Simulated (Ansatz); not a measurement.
**C2H7NSi: up Jacob's ladder to CCSD(T)**

The task here is to estimate one member of a computed series from the others.

Program: Ansatz 0.2.0, Gaussian basis. Level of theory: functionals in def2-TZVPP, the program's frozen cores in correlated methods. These are calculated values, not measurements.

Plan: LDA (SPW92), PBE-D4, revPBE-D4, BLYP-D4, r2SCAN-D4, B97M-V, PBE0-D4, B3LYP-D4, r2SCANh-D4, r2SCAN0-D4, HSE06-D4, BHLYP-D4, CAM-B3LYP-D4, LC-ωPBE, ωB97X-V, ωB97M-V, B2PLYP, PBE-QIDH; CCSD(T)/def2-SVP; CCSD(T)/def2-TZVPP; MP2/def2-QZVPP; extrapolation to the limit; RPA on PBE.

**The relaxed structure**

The geometry comes from an earlier relaxation with PBE0-D4 in a triple-zeta def2 set; it is a stationary point, not always the lowest conformer.

SMILES `C/C=N\[SiH3]`, 11 atoms, charge 0, spin multiplicity 1.

Atoms are counted from 1 here; the program's logs count them from 0.

Bond lengths: C1–C2 1.495 Å, C1–H5 1.095 Å, C1–H6 1.095 Å, C1–H7 1.090 Å, C2–N3 1.258 Å, C2–H8 1.101 Å, N3–Si4 1.729 Å, Si4–H9 1.495 Å, Si4–H10 1.484 Å, Si4–H11 1.484 Å. Angles: C2–C1–H5 109.6°, C2–C1–H6 109.6°, C2–C1–H7 112.5°, H5–C1–H6 106.4°, H5–C1–H7 109.3°, H6–C1–H7 109.3°, C1–C2–N3 128.7°, C1–C2–H8 113.8°, N3–C2–H8 117.5°, C2–N3–Si4 132.5°, N3–Si4–H9 116.9°, N3–Si4–H10 107.1°, N3–Si4–H11 107.1°, H9–Si4–H10 108.0°, H9–Si4–H11 108.0°, H10–Si4–H11 109.6°.

Coordinates:

```xyz
11
charge 0, multiplicity 1
C    -0.8015    1.3559    0.1640
C    -1.0926   -0.0024   -0.3887
N    -0.3346   -1.0049   -0.4501
Si    1.3011   -1.2664    0.0467
H    -0.9517    2.1092   -0.6159
H    -1.5152    1.5889    0.9607
H     0.2127    1.4381    0.5536
H    -2.1133   -0.1105   -0.7882
H     2.0096   -0.1121    0.6806
H     2.0644   -1.6659   -1.1620
H     1.2866   -2.3869    1.0200
```

The first run:

in.yaml

```yaml
crystal:
  periodic: [false, false, false]
  atoms:
    - {symbol: C, position_ang: [-0.801511, 1.355916, 0.164024]}
    - {symbol: C, position_ang: [-1.092584, -0.002382, -0.388702]}
    - {symbol: N, position_ang: [-0.334642, -1.004945, -0.450069]}
    - {symbol: Si, position_ang: [1.301095, -1.266389, 0.046656]}
    - {symbol: H, position_ang: [-0.951682, 2.109230, -0.615932]}
    - {symbol: H, position_ang: [-1.515234, 1.588892, 0.960650]}
    - {symbol: H, position_ang: [0.212735, 1.438076, 0.553604]}
    - {symbol: H, position_ang: [-2.113291, -0.110549, -0.788198]}
    - {symbol: H, position_ang: [2.009570, -0.112136, 0.680631]}
    - {symbol: H, position_ang: [2.064439, -1.665931, -1.161970]}
    - {symbol: H, position_ang: [1.286605, -2.386882, 1.020004]}
basis:
  gaussian: {orbitals: def2-TZVPP}
hamiltonian: {xc: lda}
output: {orbitals: {seedname: orbitals}}
```

Run with:

```console
> ansatz run in.yaml --threads 2 --pin off --events-out ev --progress --plain --max-ram 4352MiB
```

Steps of the session up to this table: LDA; PBE-D4 (GGA); revPBE-D4 (GGA); BLYP-D4 (GGA); r2SCAN-D4 (meta-GGA); B97M-V (meta-GGA); B3LYP-D4 (hybrid); r2SCANh-D4 (hybrid); r2SCAN0-D4 (hybrid); HSE06-D4 (hybrid); BHLYP-D4 (hybrid); CAM-B3LYP-D4 (range-separated); LC-ωPBE (range-separated); ωB97X-V (range-separated); ωB97M-V (range-separated); B2PLYP (double hybrid); PBE-QIDH (double hybrid).

One table of the session follows, with a row left open; its other results are not shown here.

It belongs to the step «Frontier levels by functional». 

```
  functional  HOMO (eV)  gap (eV)
 LDA (SPW92)      -5.64      3.70
      PBE-D4      -5.54      3.82
   revPBE-D4      -5.50      3.85
     BLYP-D4      -5.44      3.86
   r2SCAN-D4      -5.80      4.30
      B97M-V      -6.00      4.55
     PBE0-D4      -6.91      6.28
    B3LYP-D4      -6.69      5.83
  r2SCANh-D4      -6.32      5.22
  r2SCAN0-D4      -7.09      6.60
    HSE06-D4          ?         ?
    BHLYP-D4      -8.22      8.83
CAM-B3LYP-D4      -8.30      8.89
     LC-ωPBE      -9.62     11.40
     ωB97X-V      -9.30     11.00
     ωB97M-V      -9.22     10.80
```

Estimate the missing values for HSE06-D4.

As computed: HOMO (eV): -6.51; gap (eV): 5.50. In the column «HOMO (eV)» it lies between B3LYP-D4 (-6.69) and r2SCANh-D4 (-6.32).
